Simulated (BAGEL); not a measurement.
# UHF/6-31G(d) (density fitting with qzvpp-jkfit, spherical functions) run of Si2H3ClF (SMILES F[Si]([SiH3])Cl)

Aim: the vertical ionisation energy of Si2H3ClF at UHF/6-31G* (density fitting with qzvpp-jkfit, spherical functions), from 2 runs. 

The results are computed with BAGEL 1.2.2.

3 further runs of the same task are left out: 1 that didn't finish, 2 set aside as unsound or not needed. Runs told in other sessions of the task aren't counted.

### Step 1. Starting point

Si2H3ClF has 7 atoms, charge 0, and is taken as a doublet. SMILES: `F[Si]([SiH3])Cl`. Geometry: relaxed at PBE0-D4/def2-TZVP.

Bond lengths: F1–Si2 1.603 Å, Si2–Si3 2.359 Å, Si2–Cl4 2.058 Å, Si3–H5 1.484 Å, Si3–H6 1.485 Å, Si3–H7 1.487 Å. Angles: F1–Si2–Si3 109.6°, F1–Si2–Cl4 106.9°, Si3–Si2–Cl4 109.1°, Si2–Si3–H5 106.7°, Si2–Si3–H6 108.3°, Si2–Si3–H7 111.3°, H5–Si3–H6 109.9°, H5–Si3–H7 110.3°, H6–Si3–H7 110.2°.

### Step 2. The energy at UHF/6-31G(d) (density fitting with qzvpp-jkfit, spherical functions)

Input file input.json:

```json
{ "bagel" : [

{
  "title" : "molecule",
  "basis" : "6-31gs.json",
  "df_basis" : "qzvpp-jkfit",
  "angstrom" : true,
  "geometry" : [
    { "atom" : "F", "xyz" : [      -0.397300,      -2.154200,       0.999100 ] },
    { "atom" : "Si", "xyz" : [      -1.049500,      -0.894500,       0.251900 ] },
    { "atom" : "Si", "xyz" : [       0.534200,       0.848100,       0.105900 ] },
    { "atom" : "Cl", "xyz" : [      -1.541500,      -1.516100,      -1.647200 ] },
    { "atom" : "H", "xyz" : [      -0.126400,       1.966500,      -0.612300 ] },
    { "atom" : "H", "xyz" : [       0.889700,       1.271000,       1.484000 ] },
    { "atom" : "H", "xyz" : [       1.752100,       0.411400,      -0.627000 ] }
  ]
},

{ "title" : "uhf", "nopen" : 1 },

{ "title" : "print", "file" : "orbitals.molden", "orbitals" : true }

]}
```

The basis set 6-31G* is read from a file made from the Basis Set Exchange's data (not shown).

The run is started by

```sh
BAGEL_NUM_THREADS=1 BAGEL input.json > input.out
```

The log of the run:

```text
* using 1 threads per process

  ===============================================================
  ===============================================================

  *** Geometry ***

  { "atom" : "F", "xyz" : [     -0.750788,     -4.070848,      1.888025 ] },
  { "atom" : "Si", "xyz" : [     -1.983268,     -1.690360,      0.476022 ] },
  { "atom" : "Si", "xyz" : [      1.009492,      1.602677,      0.200122 ] },
  { "atom" : "Cl", "xyz" : [     -2.913013,     -2.865014,     -3.112757 ] },
  { "atom" : "H", "xyz" : [     -0.238861,      3.716146,     -1.157079 ] },
  { "atom" : "H", "xyz" : [      1.681289,      2.401842,      2.804354 ] },
  { "atom" : "H", "xyz" : [      3.310989,      0.777433,     -1.184858 ] },

  Number of auxiliary basis functions:      515

  Since a DF basis is specified, we compute 2- and 3-index integrals:
    o Being stored without compression. Storage requirement is 0.023 GB

  Number of basis functions:       74
  Number of electrons      :       57

    * METHOD: MOLECULE                             0.29

  *** Open-shell HF ***

  === Nuclear Repulsion ===
   262.2624644897

      * DIIS with orbital gradients will be used.

  === UHF iteration (6-31gs.json) ===
      0      -1138.38041595          0.03449146           0.19
      1      -1138.50117110          0.02286630           0.18
      2      -1138.53982318          0.01412163           0.18
      3      -1138.56160497          0.00119796           0.19
      4      -1138.56256170          0.00047625           0.19
      5      -1138.56273499          0.00019978           0.18
      6      -1138.56279679          0.00005936           0.18
      7      -1138.56280654          0.00001885           0.19
      8      -1138.56280817          0.00000635           0.18
      9      -1138.56280840          0.00000217           0.20
     10      -1138.56280842          0.00000090           0.19
     11      -1138.56280842          0.00000043           0.18
     12      -1138.56280842          0.00000014           0.18
     13      -1138.56280842          0.00000005           0.18
     14      -1138.56280842          0.00000002           0.18
     15      -1138.56280842          0.00000001           0.18
     16      -1138.56280842          0.00000001           0.18
    * SCF iteration converged.

    * S^2 (UHF) is 0.7569

    * Permanent dipole moment:
           (   -0.088139,    -0.796669,    -0.392661) a.u.

    * METHOD: UHF                                  3.33

    * METHOD: PRINT                                0.01

  ===============================================================
```

It took 3.9 s on 1 thread of Arm Neoverse V1, shared host; peak memory 0.12 GiB.

### Step 3. The singlet cation

Input file calc.json:

```json
{ "bagel" : [

{
  "title" : "molecule",
  "basis" : "6-31gs.json",
  "df_basis" : "qzvpp-jkfit",
  "angstrom" : "true",
  "geometry" : [
    { "atom" : "F", "xyz" : [      -0.397300,      -2.154200,       0.999100 ] },
    { "atom" : "Si", "xyz" : [      -1.049500,      -0.894500,       0.251900 ] },
    { "atom" : "Si", "xyz" : [       0.534200,       0.848100,       0.105900 ] },
    { "atom" : "Cl", "xyz" : [      -1.541500,      -1.516100,      -1.647200 ] },
    { "atom" : "H", "xyz" : [      -0.126400,       1.966500,      -0.612300 ] },
    { "atom" : "H", "xyz" : [       0.889700,       1.271000,       1.484000 ] },
    { "atom" : "H", "xyz" : [       1.752100,       0.411400,      -0.627000 ] }
  ]
},

{
  "title" : "hf",
  "charge" : 1
},

{
  "title" : "print",
  "file" : "orbitals.molden",
  "orbitals" : "true"
}

]}
```

The basis set 6-31G* is read from a file made from the Basis Set Exchange's data (not shown).

The run is started by

```sh
BAGEL_NUM_THREADS=1 BAGEL calc.json > calc.out
```

The log of the run:

```text
* using 1 threads per process

  ===============================================================
  ===============================================================

  *** Geometry ***

  { "atom" : "F", "xyz" : [     -0.750788,     -4.070848,      1.888025 ] },
  { "atom" : "Si", "xyz" : [     -1.983268,     -1.690360,      0.476022 ] },
  { "atom" : "Si", "xyz" : [      1.009492,      1.602677,      0.200122 ] },
  { "atom" : "Cl", "xyz" : [     -2.913013,     -2.865014,     -3.112757 ] },
  { "atom" : "H", "xyz" : [     -0.238861,      3.716146,     -1.157079 ] },
  { "atom" : "H", "xyz" : [      1.681289,      2.401842,      2.804354 ] },
  { "atom" : "H", "xyz" : [      3.310989,      0.777433,     -1.184858 ] },

  Number of auxiliary basis functions:      515

  Since a DF basis is specified, we compute 2- and 3-index integrals:
    o Being stored without compression. Storage requirement is 0.023 GB

  Number of basis functions:       74
  Number of electrons      :       57

    * METHOD: MOLECULE                             0.29

  *** RHF ***

  === Nuclear Repulsion ===
   262.2624644897

      * DIIS with orbital gradients will be used.

  === RHF iteration (6-31gs.json) ===
      0      -1138.03719648          0.01982946           0.09
      1      -1138.17713951          0.01379768           0.09
      2      -1138.25401574          0.00151308           0.09
      3      -1138.25578766          0.00051064           0.08
      4      -1138.25600588          0.00010948           0.08
      5      -1138.25602352          0.00003658           0.09
      6      -1138.25602593          0.00001552           0.09
      7      -1138.25602651          0.00000515           0.09
      8      -1138.25602657          0.00000194           0.09
      9      -1138.25602658          0.00000078           0.09
     10      -1138.25602658          0.00000024           0.09
     11      -1138.25602658          0.00000007           0.09
     12      -1138.25602658          0.00000002           0.09
     13      -1138.25602658          0.00000001           0.09
     14      -1138.25602658          0.00000000           0.08
    * SCF iteration converged.

    * Permanent dipole moment:
           (    0.292810,    -1.256462,    -0.824857) a.u.

    * METHOD: HF                                   1.50

    * METHOD: PRINT                                0.01

  ===============================================================
```

Run time: 1.9 s. Hardware: 1 thread of Arm Neoverse V1, shared host; peak memory 0.12 GiB.

### Step 4. Outcome

At UHF/6-31G* (density fitting with qzvpp-jkfit, spherical functions):

| quantity | value |
| --- | --- |
| doublet Si2H3ClF: total energy | -1138.56281 Eh |
| doublet Si2H3ClF: dipole moment | 2.27 D |
| doublet Si2H3ClF: ⟨S²⟩ | 0.757 |
| singlet cation: total energy | -1138.25603 Eh |
| singlet cation: HOMO energy | -18.02 eV |
| singlet cation: LUMO energy | -7.33 eV |
| singlet cation: HOMO–LUMO gap | 10.69 eV |
| vertical ionisation energy (to the singlet cation) | 8.348 eV |

**Reading.** Removing an electron at fixed nuclei costs 8.35 eV (805 kJ/mol).
